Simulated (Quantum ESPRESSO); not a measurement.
# BNH6 in Quantum ESPRESSO: settings compared, part 3 of 3

Quantum ESPRESSO 7.5. Earlier steps stand in the parts before.

## (4) Single point, PBE

File pw.in:

```
&CONTROL
  calculation = 'scf'
  prefix = 'pwscf'
  outdir = './tmp'
  pseudo_dir = './pseudo'
  tprnfor = .true.
  disk_io = 'low'
/
&SYSTEM
  ibrav = 0
  celldm(1) = 8
  nat = 8
  ntyp = 3
  ecutwfc = 45
  ecutrho = 360
  nbnd = 13
  input_dft = 'pbe'
  occupations = 'smearing'
  smearing = 'gaussian'
  degauss = 0.00183747
  assume_isolated = 'mt'
/
&ELECTRONS
  conv_thr = 1.6d-09
  electron_maxstep = 120
  mixing_beta = 0.5
/
ATOMIC_SPECIES
B     10.8100 b_pbesol_v1.4.uspp.F.UPF
N     14.0070 n_pbesol_v1.2.uspp.F.UPF
H      1.0080 h_pbesol_v1.4.uspp.F.UPF
CELL_PARAMETERS alat
  2.8345891869387   0.0000000000000   0.0000000000000
  0.0000000000000   2.8345891869387   0.0000000000000
  0.0000000000000   0.0000000000000   2.8345891869387
ATOMIC_POSITIONS crystal
B      0.4924750000    0.5172291700    0.4416458300
N      0.5256250000    0.4750708300    0.5672375000
H      0.5019000000    0.4356291700    0.3828458300
H      0.3973666700    0.5504708300    0.4489958300
H      0.5587833300    0.5902125000    0.4197291700
H      0.5201500000    0.5385791700    0.6228208300
H      0.6048000000    0.4453875000    0.5692041700
H      0.4739166700    0.4132875000    0.5929708300
K_POINTS gamma
```

File pp_density.in:

```
&INPUTPP
  prefix = 'pwscf'
  outdir = './tmp'
  filplot = 'density.dat'
  plot_num = 0
/
&PLOT
  nfile = 1
  filepp(1) = 'density.dat'
  iflag = 3
  output_format = 6
  fileout = 'density.cube'
/
```

File pp_potential.in:

```
&INPUTPP
  prefix = 'pwscf'
  outdir = './tmp'
  filplot = 'potential.dat'
  plot_num = 11
/
&PLOT
  nfile = 1
  filepp(1) = 'potential.dat'
  iflag = 3
  output_format = 6
  fileout = 'potential.cube'
/
```

Potentials or basis: GBRV 1.5 PBEsol.

Launch:

```sh
OMP_NUM_THREADS=1 pw.x -in pw.in > pw.out
OMP_NUM_THREADS=1 pp.x -in pp_density.in > pp_density.out
OMP_NUM_THREADS=1 pp.x -in pp_potential.in > pp_potential.out
```

pw.out:

```text
This program is part of the open-source Quantum ESPRESSO suite
     for quantum simulation of materials; please cite
         "P. Giannozzi et al., J. Phys.:Condens. Matter 21 395502 (2009);
         "P. Giannozzi et al., J. Phys.:Condens. Matter 29 465901 (2017);
         "P. Giannozzi et al., J. Chem. Phys. 152 154105 (2020);
     in publications or presentations arising from this work. More details at

     IMPORTANT: XC functional enforced from input :
     Exchange-correlation= PBE
                           (   1   4   3   4   0   0   0)
     Any further DFT definition will be discarded
     Please, verify this is what you really want

     gamma-point specific algorithms are used

     G-vector sticks info
     --------------------
     sticks:   dense  smooth     PW     G-vecs:    dense   smooth      PW
     Sum       14745    7385   1861              1345393   475489   59589

     Using Slab Decomposition

     bravais-lattice index     =            0
     lattice parameter (alat)  =       8.0000  a.u.
     unit-cell volume          =   11661.1220 (a.u.)^3
     number of atoms/cell      =            8
     number of atomic types    =            3
     number of electrons       =        14.00
     number of Kohn-Sham states=           13
     kinetic-energy cutoff     =      45.0000  Ry
     charge density cutoff     =     360.0000  Ry
     scf convergence threshold =      1.6E-09
     mixing beta               =       0.5000
     number of iterations used =            8  plain     mixing
     Exchange-correlation= PBE
                           (   1   4   3   4   0   0   0)
     Assuming isolated system, Martyna-Tuckerman method

     celldm(1)=   8.000000  celldm(2)=   0.000000  celldm(3)=   0.000000
     celldm(4)=   0.000000  celldm(5)=   0.000000  celldm(6)=   0.000000

     crystal axes: (cart. coord. in units of alat)
               a(1) = (   2.834589   0.000000   0.000000 )
               a(2) = (   0.000000   2.834589   0.000000 )
               a(3) = (   0.000000   0.000000   2.834589 )

     reciprocal axes: (cart. coord. in units 2 pi/alat)
               b(1) = (  0.352785  0.000000  0.000000 )
               b(2) = (  0.000000  0.352785  0.000000 )
               b(3) = (  0.000000  0.000000  0.352785 )

     PseudoPot. # 1 for B  read from file:
     b_pbesol_v1.4.uspp.F.UPF
     Pseudo is Ultrasoft + core correction, Zval =  3.0
     Generated by new atomic code, or converted to UPF format
     Using radial grid of  781 points,  4 beta functions with:
                l(1) =   0
                l(2) =   0
                l(3) =   1
                l(4) =   1
     Q(r) pseudized with  8 coefficients,  rinner =    1.100   1.100   1.100

     PseudoPot. # 2 for N  read from file:
     n_pbesol_v1.2.uspp.F.UPF
     Pseudo is Ultrasoft + core correction, Zval =  5.0
     Generated by new atomic code, or converted to UPF format
     Using radial grid of  729 points,  4 beta functions with:
                l(1) =   0
                l(2) =   0
                l(3) =   1
                l(4) =   1
     Q(r) pseudized with  8 coefficients,  rinner =    0.900   0.900   0.900

     PseudoPot. # 3 for H  read from file:
     h_pbesol_v1.4.uspp.F.UPF
     Pseudo is Ultrasoft, Zval =  1.0
     Generated by new atomic code, or converted to UPF format
     Using radial grid of  615 points,  2 beta functions with:
                l(1) =   0
                l(2) =   0
     Q(r) pseudized with  8 coefficients,  rinner =    0.700

     atomic species   valence    mass     pseudopotential
     B                 3.00    10.81000     B ( 1.00)
     N                 5.00    14.00700     N ( 1.00)
     H                 1.00     1.00800     H ( 1.00)

     No symmetry found

   Cartesian axes

     site n.     atom                  positions (alat units)
         1        B      tau(   1) = (   1.3959643   1.4661322   1.2518845  )
         2        N      tau(   2) = (   1.4899309   1.3466306   1.6078853  )
         3        H      tau(   3) = (   1.4226803   1.2348297   1.0852106  )
         4        H      tau(   4) = (   1.1263713   1.5603587   1.2727187  )
         5        H      tau(   5) = (   1.5839212   1.6730100   1.1897598  )
         6        H      tau(   6) = (   1.4744116   1.5266507   1.7654412  )
         7        H      tau(   7) = (   1.7143595   1.2624906   1.6134600  )
         8        H      tau(   8) = (   1.3433591   1.1715003   1.6808287  )

     number of k points=     1  Gaussian smearing, width (Ry)=  0.0018
                       cart. coord. in units 2pi/alat
        k(    1) = (   0.0000000   0.0000000   0.0000000), wk =   2.0000000

     Dense  grid:   672697 G-vectors     FFT dimensions: ( 144, 144, 144)

     Smooth grid:   237745 G-vectors     FFT dimensions: ( 100, 100, 100)

     Initial potential from superposition of free atoms

     starting charge      13.9996, renormalised to      14.0000

     negative rho (up, down):  2.359E-04 0.000E+00
     Starting wfcs are   14 randomized atomic wfcs

     Self-consistent Calculation

     iteration #  1     ecut=    45.00 Ry     beta= 0.50
     Davidson diagonalization with overlap
     ethr =  1.00E-02,  avg # of iterations =  5.0

     negative rho (up, down):  1.275E-03 0.000E+00

     total energy              =     -33.52402761 Ry
     estimated scf accuracy    <       0.97262500 Ry

     iteration #  2     ecut=    45.00 Ry     beta= 0.50
     Davidson diagonalization with overlap
     ethr =  6.95E-03,  avg # of iterations =  2.0

     negative rho (up, down):  1.712E-03 0.000E+00

     total energy              =     -33.64403931 Ry
     estimated scf accuracy    <       0.09829609 Ry

     iteration #  3     ecut=    45.00 Ry     beta= 0.50
     Davidson diagonalization with overlap
     ethr =  7.02E-04,  avg # of iterations = 12.0

     negative rho (up, down):  2.138E-03 0.000E+00

     total energy              =     -33.65563670 Ry
     estimated scf accuracy    <       0.01433939 Ry

     iteration #  4     ecut=    45.00 Ry     beta= 0.50
     Davidson diagonalization with overlap
     c_bands:  1 eigenvalues not converged
     ethr =  1.02E-04,  avg # of iterations = 20.0

     negative rho (up, down):  2.392E-03 0.000E+00

     total energy              =     -33.65724020 Ry
     estimated scf accuracy    <       0.00097358 Ry

     iteration #  5     ecut=    45.00 Ry     beta= 0.50
     Davidson diagonalization with overlap
     ethr =  6.95E-06,  avg # of iterations =  7.0

     negative rho (up, down):  2.522E-03 0.000E+00

     total energy              =     -33.65754039 Ry
     estimated scf accuracy    <       0.00008544 Ry

     iteration #  6     ecut=    45.00 Ry     beta= 0.50
     Davidson diagonalization with overlap
     ethr =  6.10E-07,  avg # of iterations =  6.0

     negative rho (up, down):  2.561E-03 0.000E+00

     total energy              =     -33.65757441 Ry
     estimated scf accuracy    <       0.00002639 Ry

     iteration #  7     ecut=    45.00 Ry     beta= 0.50
     Davidson diagonalization with overlap
     ethr =  1.89E-07,  avg # of iterations =  2.0

     negative rho (up, down):  2.580E-03 0.000E+00

     total energy              =     -33.65758058 Ry
     estimated scf accuracy    <       0.00000063 Ry

     iteration #  8     ecut=    45.00 Ry     beta= 0.50
     Davidson diagonalization with overlap
     ethr =  4.51E-09,  avg # of iterations =  4.0

     negative rho (up, down):  2.589E-03 0.000E+00

     total energy              =     -33.65758063 Ry
     estimated scf accuracy    <       0.00000092 Ry

     iteration #  9     ecut=    45.00 Ry     beta= 0.50
     Davidson diagonalization with overlap
     ethr =  4.51E-09,  avg # of iterations =  3.0

     negative rho (up, down):  2.592E-03 0.000E+00

     total energy              =     -33.65758093 Ry
     estimated scf accuracy    <       0.00000013 Ry

     iteration # 10     ecut=    45.00 Ry     beta= 0.50
     Davidson diagonalization with overlap
     ethr =  9.62E-10,  avg # of iterations =  2.0

     negative rho (up, down):  2.594E-03 0.000E+00

     total energy              =     -33.65758095 Ry
     estimated scf accuracy    <          8.4E-09 Ry

     iteration # 11     ecut=    45.00 Ry     beta= 0.50
     Davidson diagonalization with overlap
     ethr =  5.98E-11,  avg # of iterations =  3.0

     negative rho (up, down):  2.595E-03 0.000E+00

     total energy              =     -33.65758096 Ry
     estimated scf accuracy    <          5.1E-09 Ry

     iteration # 12     ecut=    45.00 Ry     beta= 0.50
     Davidson diagonalization with overlap
     ethr =  3.68E-11,  avg # of iterations =  2.0

     negative rho (up, down):  2.596E-03 0.000E+00

     End of self-consistent calculation

          k = 0.0000 0.0000 0.0000 ( 29795 PWs)   bands (ev):

   -23.8011 -13.7239 -13.7231 -12.5692  -8.5552  -6.4495  -6.4491  -1.4181
     0.0443   0.0478   0.0502   0.4568   0.6556

     the Fermi energy is    -5.3336 ev

!    total energy              =     -33.65758097 Ry
     estimated scf accuracy    <          1.8E-10 Ry
     smearing contrib. (-TS)   =      -0.00000000 Ry
     internal energy E=F+TS    =     -33.65758097 Ry

     The total energy is F=E-TS. E is the sum of the following terms:
     one-electron contribution =    -147.46859408 Ry
     hartree contribution      =      75.01010161 Ry
     xc contribution           =     -12.64403809 Ry
     ewald contribution        =      51.44494960 Ry

     convergence has been achieved in  12 iterations

     negative rho (up, down):  2.596E-03 0.000E+00

     Forces acting on atoms (cartesian axes, Ry/au):

     atom    1 type  1   force =    -0.00012860    0.00009418   -0.00041606
     atom    2 type  2   force =    -0.00436744    0.00559470   -0.01687849
     atom    3 type  3   force =     0.00042705   -0.00430002   -0.00347238
     atom    4 type  3   force =    -0.00522540    0.00190979    0.00009079
     atom    5 type  3   force =     0.00353271    0.00407883   -0.00150767
     atom    6 type  3   force =    -0.00136203    0.01623076    0.01455745
     atom    7 type  3   force =     0.02032761   -0.00767713    0.00075521
     atom    8 type  3   force =    -0.01320390   -0.01593111    0.00687116

     Total force =     0.043056     Total SCF correction =     0.000011

=------------------------------------------------------------------------------=
   JOB DONE.
=------------------------------------------------------------------------------=
```

It took 74 s on 1 thread of Intel Xeon at 2.60GHz (Ice Lake), shared host; peak memory 0.87 GiB.

What came out:

```
Free energy                     : -457.9347 eV
Largest force                   : 0.562 eV/Å
Gap between the frontier levels : 5.03 eV
Dipole moment                   : 5.28 D
```

Forces on the atoms (eV/Å):
```
B   -0.003  0.002 -0.011
N   -0.112  0.144 -0.434
H    0.011 -0.111 -0.089
H   -0.134  0.049  0.002
H    0.091  0.105 -0.039
H   -0.035  0.417  0.374
H    0.523 -0.197  0.019
H   -0.339 -0.410  0.177
```

Levels at points of the mesh, in eV from the valence-band top:
```
           k point  band 3  band 4  band 5  band 6  band 7  band 8  band 9  band 10  band 11  band 12
(0.00, 0.00, 0.00)   -7.27   -6.12   -2.11    0.00    0.00    5.03    6.49     6.50     6.50     6.91
```

Caveat: the potentials were made for another functional, which shifts forces and pressure; this is a molecule in a periodic box, so the gap is that between its Kohn-Sham HOMO and LUMO and the box isn't a crystal.

## (5) The runs side by side

```csv
level,potentials or basis,cell,cutoff (eV),smearing,boundary across the vacuum,form of the LDA correlation,SCF threshold,mixing mode,assume isolated,other keys,gap on the mesh (eV),largest force (eV/Å)
LDA,PseudoDojo 0.4.1 SR LDA standard,"atoms moved at random, drawn with an rms of 0.15 Å",1143,cold 0.2 eV,none,PW92,1.6e-09 Ry,TF,-,mixing_mode = TF; smearing = cold; width = 0.2; verbose = yes,4.95,8.68
LDA,PseudoDojo 0.4.1 SR LDA stringent,as given,1143,fixed,mt,PW92,1e-06 Ry,local-TF,mt,conv_thr = 1e-06; verbose = yes; mixing_mode = local-TF,5.04,0.59
PBE,GBRV 1.5 PBEsol,as given,612,gaussian 0.025 eV,mt,-,1.6e-09 Ry,-,mt,-,5.03,0.56
```

Alike in all rows: task single point; no spin polarisation; k mesh 1 × 1 × 1.

Caveats: this is a molecule in a periodic box, so the gap is that between its Kohn-Sham HOMO and LUMO and the box isn't a crystal; this smearing can shift energies of a crystal with a gap (some runs); the potentials were made for another functional, which shifts forces and pressure (some runs).

Absolute energies hang on the potentials; compare differences alone.
